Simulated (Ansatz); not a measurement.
Crystal: GaF.

```
CELL_PARAMETERS angstrom
3.16592 0.00000 0.00000
0.00000 3.16592 0.00000
0.00000 0.00000 3.16592
ATOMIC_POSITIONS crystal
Ga 0.00000 0.00000 0.00000
F 0.50000 0.50000 0.50000
```

The cell was built by a generator and needn't be a form met in nature.

| Item | Value |
| --- | --- |
| Program | Ansatz 0.2.0 |
| Task | relaxation of cell and atoms |
| Functional | PBEsol0 |
| Potentials or basis | Ansatz PAW |
| Cutoff | 420 eV (not typed: the program's choice for these potentials) |
| k mesh | 4 × 4 × 4 |
| Occupations | fermi-dirac, width 0.05 eV |
| Spin | no spin polarisation |

At the start: volume 15.87 Å³/atom.

How do energy, volume and symmetry change on relaxing?

It ends after 7 steps and the volume is 15.06 Å³/atom (-5.1 %); space group Pm-3m (No. 221, to 0.05 Å).

Step by step:
```tsv
step	energy change (eV)	largest force (eV/Å)	volume (Å³)
1	0.0000	0.0000	31.73
2	-0.0150	0.0000	29.72
3	-0.0154	0.0000	30.23
4	-0.0154	0.0000	30.20
5	-0.0134	0.0000	30.20
6	-0.0136	0.0000	30.12
7	-0.0134	0.0000	30.12
```

Final structure:
```
Ga F
1.0
     3.11150    0.00000    0.00000
     0.00000    3.11150    0.00000
     0.00000    0.00000    3.11150
Ga F
1 1
Direct
  0.00000 0.00000 0.00000
  0.50000 0.50000 0.50000
```

Caveat: the k mesh is coarse (spacing up to 0.50 Å⁻¹), so the values aren't converged, least of all with exact exchange; the plane-wave basis is chosen anew once the cell has moved, so the energies of steps on either side of that aren't comparable; the pressure holds a Pulay correction of +0.3 GPa for the finite cutoff; the PAW data sets come from PBE, with cores solved anew for the run's functional, which leaves a small shift of forces and pressure.
